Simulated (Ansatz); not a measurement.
# CH₃F₂NOSn: up Jacob's ladder to CCSD(T)

Aim: compute CH₃F₂NOSn with functionals from several rungs and with coupled cluster, and see how far each lands from CCSD(T) at the basis-set limit for the atomisation energy.

The runs use Ansatz 0.2.0, Gaussian basis; functionals in def2-TZVPP, the program's frozen cores in correlated methods.

Plan: LDA (SPW92), PBE-D4, revPBE-D4, BLYP-D4, r2SCAN-D4, B97M-V, PBE0-D4, B3LYP-D4, r2SCANh-D4, r2SCAN0-D4, HSE06-D4, BHLYP-D4, CAM-B3LYP-D4, LC-ωPBE, ωB97X-V, ωB97M-V, B2PLYP, PBE-QIDH; CCSD(T)/def2-SVP; CCSD(T)/def2-TZVPP; MP2/def2-QZVPP; extrapolation to the limit; RPA on PBE.

**1. Structure used throughout**

The geometry comes from an earlier relaxation with PBE0-D4 in a triple-zeta def2 set; it is a stationary point, not always the lowest conformer. Sn takes the def2 core potential; no spin-orbit term is included.

9 atoms, charge 0, spin multiplicity 1.

Atoms are counted from 1 here; the program's logs count them from 0.

Bond lengths: N1–Sn2 2.036 Å, N1–H7 1.009 Å, N1–H8 1.009 Å, Sn2–H9 1.778 Å, O3–C4 1.175 Å, C4–F5 1.303 Å, C4–F6 1.303 Å. Angles: Sn2–N1–H7 123.3°, Sn2–N1–H8 121.7°, H7–N1–H8 110.9°, N1–Sn2–H9 90.8°, O3–C4–F5 125.8°, O3–C4–F6 125.6°, F5–C4–F6 108.5°.

Geometry (Å):

```
N     0.5552   -1.2247    0.1505
Sn    1.4163   -0.4246   -1.5116
O    -0.8256    1.4509   -0.9223
C    -1.2513    1.0332    0.0902
F    -0.8214    1.3398    1.2813
F    -2.2751    0.2363    0.2119
H     0.9049   -1.0705    1.0839
H     0.0030   -2.0675    0.1076
H     2.3826    0.6810   -0.5087
```

**2. LDA**

This LDA is Slater exchange with PW92 correlation.

in.yaml

```yaml
crystal:
  periodic: [false, false, false]
  atoms:
    - {symbol: N, position_ang: [0.555240, -1.224737, 0.150463]}
    - {symbol: Sn, position_ang: [1.416344, -0.424579, -1.511620]}
    - {symbol: O, position_ang: [-0.825590, 1.450901, -0.922289]}
    - {symbol: C, position_ang: [-1.251348, 1.033161, 0.090220]}
    - {symbol: F, position_ang: [-0.821424, 1.339801, 1.281330]}
    - {symbol: F, position_ang: [-2.275140, 0.236318, 0.211942]}
    - {symbol: H, position_ang: [0.904874, -1.070485, 1.083915]}
    - {symbol: H, position_ang: [0.003005, -2.067542, 0.107609]}
    - {symbol: H, position_ang: [2.382638, 0.680963, -0.508669]}
basis:
  gaussian: {orbitals: def2-TZVPP}
hamiltonian: {xc: lda}
output: {orbitals: {seedname: orbitals}}
```

Launch:

```sh
ansatz run in.yaml --threads 4 --pin off --events-out ev --progress --plain --max-ram 10444MiB
```

The runs that follow: PBE-D4 (GGA); revPBE-D4 (GGA); BLYP-D4 (GGA); r2SCAN-D4 (meta-GGA); B97M-V (meta-GGA); B3LYP-D4 (hybrid); r2SCANh-D4 (hybrid); r2SCAN0-D4 (hybrid); HSE06-D4 (hybrid); BHLYP-D4 (hybrid); CAM-B3LYP-D4 (range-separated); LC-ωPBE (range-separated); ωB97X-V (range-separated); ωB97M-V (range-separated); B2PLYP (double hybrid); PBE-QIDH (double hybrid); CCSD(T) in def2-SVP; CCSD(T) in def2-TZVPP; MP2 in def2-QZVPP; RPA on PBE orbitals.

Q: Predict the results of all the runs planned. Wanted: atomisation energy, CCSD(T)/CBS; farthest beyond LDA; mean size of error, GGA; mean size of error, meta-GGA; mean size of error, hybrid; mean size of error, range-separated; mean size of error, double hybrid; gap, smallest and largest; T1 diagnostic.

As calculated:

```
                               quantity                                                                                               value
        atomisation energy, CCSD(T)/CBS                                                                                       3153.5 kJ/mol
 functionals within 31.5 kJ/mol (1.0 %)  revPBE-D4, r2SCAN-D4, B97M-V, PBE0-D4, B3LYP-D4, HSE06-D4, CAM-B3LYP-D4, LC-ωPBE, ωB97X-V, ωB97M-V
                    farthest beyond LDA                                                                            BHLYP-D4 (-196.5 kJ/mol)
                mean size of error, GGA                                                                                         74.2 kJ/mol
           mean size of error, meta-GGA                                                                                         10.1 kJ/mol
             mean size of error, hybrid                                                                                         63.7 kJ/mol
    mean size of error, range-separated                                                                                         15.0 kJ/mol
      mean size of error, double hybrid                                                                                         55.2 kJ/mol
              gap, smallest and largest                                                            2.66 eV (LDA (SPW92)), 9.09 eV (LC-ωPBE)
                          T1 diagnostic                                                                                              0.0160
triples share of the correlation energy                                                                                               3.4 %
```

**Reading.** The LDA atomisation energy is off by 656.5 kJ/mol (21 %): it overbinds. PBE-D4 is off by +142.0 kJ/mol. Double hybrids carry the basis error of their MP2 part in triple zeta, and no dispersion term here, so their miss is partly the set-up's. The rungs meta-GGA, range-separated miss on average by less than the doubt on the reference (31.5 kJ/mol), so they tie. The reference freezes the cores and leaves out spin-orbit coupling and excitations past (T), and its outer-core shells are covered unevenly, so misses under about 31.5 kJ/mol can't be ranked. All levels share the lack of spin-orbit coupling, which lowers the free heavy atoms and so the true binding. Hartree-Fock recovers 63 % of the binding; the rest is correlation. CCSD(T) in def2-SVP is off by -231.1 kJ/mol, so the small basis spoils what the method gains. Orbital gaps span 2.7 to 9.1 eV; exact exchange widens them. Correlated methods include outer-core shells of Sn, which these sets cover unevenly.
